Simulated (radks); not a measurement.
# Br²⁺ in [Ar] 3d10 4s1 4p3 4f1: an all-electron calculation

One table from this session's results is given with a row withheld; the runs are named, their logs left out.

Program: radks (a radial shooting solver on a logarithmic mesh, Libxc functionals) version 1. Level of theory: Dirac Kohn-Sham, AM05, spin-unpolarised, spherical densities, point nucleus; open shells fill j = l - 1/2 first. These are calculated values, not measurements, unless marked.

### The atom as given

```
element       : bromine (Z = 35)
charge        : +2
electrons     : 33
configuration : [Ar] 3d10 4s1 4p3 4f1
```

The first run:

Settings of this run:

```text
Z 35
configuration [Ar] 3d10 4s1 4p3 4f1
relativity Dirac
functional am05,am05
spin unpolarised
j_filling energy
nucleus point
c 137.035999084
```

Among the steps run: Self-consistent calculation.

One table of the session follows, with a row left open; its other results are not shown here.

It belongs to the step «Radial structure». Radial moments (bohr):

| level | <r> | outermost maximum (interpolated) | 90 % within | nodes |
| --- | --- | --- | --- | --- |
| 1s1/2 | 0.04279 | 0.0279 | 0.0765 | 0 |
| 2s1/2 | 0.1895 | 0.159 | 0.293 | 1 |
| 2p1/2 | 0.1629 | 0.125 | 0.267 | 0 |
| 2p3/2 | 0.1668 | 0.128 | 0.272 | 0 |
| 3s1/2 | ? | ? | ? | ? |
| 3p1/2 | 0.5567 | 0.475 | 0.851 | 1 |
| 3p3/2 | 0.5672 | 0.484 | 0.866 | 1 |
| 3d3/2 | 0.5843 | 0.428 | 0.961 | 0 |
| 3d5/2 | 0.5882 | 0.431 | 0.968 | 0 |
| 4s1/2 | 1.544 | 1.37 | 2.25 | 3 |
| 4p1/2 | 1.744 | 1.52 | 2.58 | 2 |
| 4p3/2 | 1.770 | 1.54 | 2.61 | 2 |
| 4f5/2 | 5.461 | 5.00 | 8.07 | 0 |
| 4f7/2 | 5.461 | 5.00 | 8.07 | 0 |

Q: Estimate the row for 3s1/2 from the others.

As computed: <r>: 0.5517; outermost maximum (interpolated): 0.485; 90 % within: 0.822; nodes: 2. In the column «<r>» it lies between 2s1/2 (0.1895) and 3p1/2 (0.5567).
